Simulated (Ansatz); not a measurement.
# C2H4F2OSi: the cost of one run

All numbers below are computed with Ansatz 0.2.0 (RKS PBE0-D4/6-31G*).

## Step 1: Starting point

Bond lengths: C1–C2 1.339 Å, C2–F3 1.341 Å, C2–Si4 1.893 Å, Si4–O5 1.698 Å, Si4–F6 1.628 Å, C1–H7 1.079 Å, C1–H8 1.053 Å, Si4–H9 1.420 Å, O5–H10 0.954 Å. Angles: C1–C2–F3 116.5°, C1–C2–Si4 127.0°, F3–C2–Si4 116.4°, C2–C1–H7 121.2°, C2–C1–H8 118.4°, H7–C1–H8 119.7°, C2–Si4–O5 109.8°, C2–Si4–F6 106.1°, C2–Si4–H9 111.5°, O5–Si4–F6 104.3°, O5–Si4–H9 113.1°, F6–Si4–H9 111.7°, Si4–O5–H10 111.8°.

Coordinates:

```xyz
10

C    -0.9701   -1.2336    0.7528
C    -0.1678   -0.1762    0.9268
F    -0.0387    0.2762    2.1827
Si    0.8926    0.6778   -0.3890
O     0.4576    0.1146   -1.9311
F     0.4398    2.2414   -0.3899
H    -1.1830   -1.6169   -0.2334
H    -1.5095   -1.5957    1.5817
H     2.2783    0.5326   -0.1143
H    -0.1161    0.7287   -2.3834
```

## Step 2: End point A

File input.yaml:

```yaml
crystal:
  periodic: [false, false, false]
  atoms:
    - { symbol: C, position_ang: [-0.9701, -1.2336, 0.7528] }
    - { symbol: C, position_ang: [-0.1678, -0.1762, 0.9268] }
    - { symbol: F, position_ang: [-0.0387, 0.2762, 2.1827] }
    - { symbol: Si, position_ang: [0.8926, 0.6778, -0.389] }
    - { symbol: O, position_ang: [0.4576, 0.1146, -1.9311] }
    - { symbol: F, position_ang: [0.4398, 2.2414, -0.3899] }
    - { symbol: H, position_ang: [-1.183, -1.6169, -0.2334] }
    - { symbol: H, position_ang: [-1.5095, -1.5957, 1.5817] }
    - { symbol: H, position_ang: [2.2783, 0.5326, -0.1143] }
    - { symbol: H, position_ang: [-0.1161, 0.7287, -2.3834] }
basis:
  gaussian: { orbitals: "6-31G*" }
hamiltonian:
  xc: pbe0
  dispersion: d4
relax:
  f_tol: 0.02
  max_steps: 50
```

Launch:

```console
$ ansatz run input.yaml --threads 2 --pin off --max-ram 3072MiB --backend cpu --events-out ev --progress --plain --runs-dir out
```

What time and memory should one allow on 2 threads of Intel Xeon Platinum 8488C (Sapphire Rapids), shared host?

About 66 s, with a peak of 0.24 GiB.
